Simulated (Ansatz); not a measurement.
## Cd2S under changes of volume

One of the cells (26.333 Å³/atom); the others are scaled copies at fixed shape and fractional positions:

```xyz
3
Lattice="3.9627 0.0000 0.0000 -1.9813 3.4318 0.0000 0.0000 0.0000 5.8092" Properties=species:S:1:pos:R:3 pbc="T T T"
Cd    0.0000    2.2878    5.4183
Cd    1.9813    1.1439    3.3620
S     0.0000    2.2878    2.1245
```

The cell comes from a database or a generator and needn't be the stable form of this composition.

```yaml
Program: Ansatz 0.2.0
Functional: PBE
Potentials_or_basis: Ansatz PAW
Cutoff: "420 eV (not typed: the program's choice for these potentials)"
k_mesh: 8 × 8 × 5
Occupations: fermi-dirac, width 0.05 eV
Spin: no spin polarisation
```

| volume (Å³/atom) | energy over the lowest point (meV/atom) | pressure (GPa) | gap on the mesh (eV) | largest force (eV/Å) |
| --- | --- | --- | --- | --- |
| 24.753 | 12.91 | 2.9 | 0.21 | 0.167 |
| 25.280 | 5.23 | 1.8 | 0.21 | 0.081 |
| 25.806 | 1.05 | 0.8 | 0.22 | 0.003 |
| 26.333 | 0.00 | -0.1 | 0.24 | 0.075 |
| 26.860 | 1.71 | -0.9 | 0.25 | 0.145 |
| 27.386 | 5.91 | -1.6 | 0.27 | 0.211 |
| 27.913 | ? | ? | ? | ? |

Question: What does the run at 27.913 Å³/atom give?

Answer: Energy over the lowest point 12.29 meV/atom; pressure -2.3 GPa; gap on the mesh 0.29 eV; largest force 0.272 eV/Å.

Worked out: A Birch-Murnaghan fit of order 3 (a polynomial in V^(-2/3)) to the other rows has its minimum at 26.26 Å³/atom with B0 = V·E''(V) = 43 GPa and B' = 4.7 at fixed shape and positions, which overstates the stiffness. It gives 12.32 meV/atom at 27.913 Å³/atom, against the run's 12.29, and -dE/dV = -2.3 GPa, against -2.3. A parabola through the other rows of the gap, of slope 1.28 eV per unit of ln V there, extrapolates to 0.29 eV, against the run's 0.29.

Energies are extrapolated to zero smearing.

Caveats: odd divisions of the mesh miss points on the zone boundary, where band edges often lie, so the gap on the mesh can be too wide.

A mesh can miss the band edges. Spin-orbit coupling on Cd is left out.
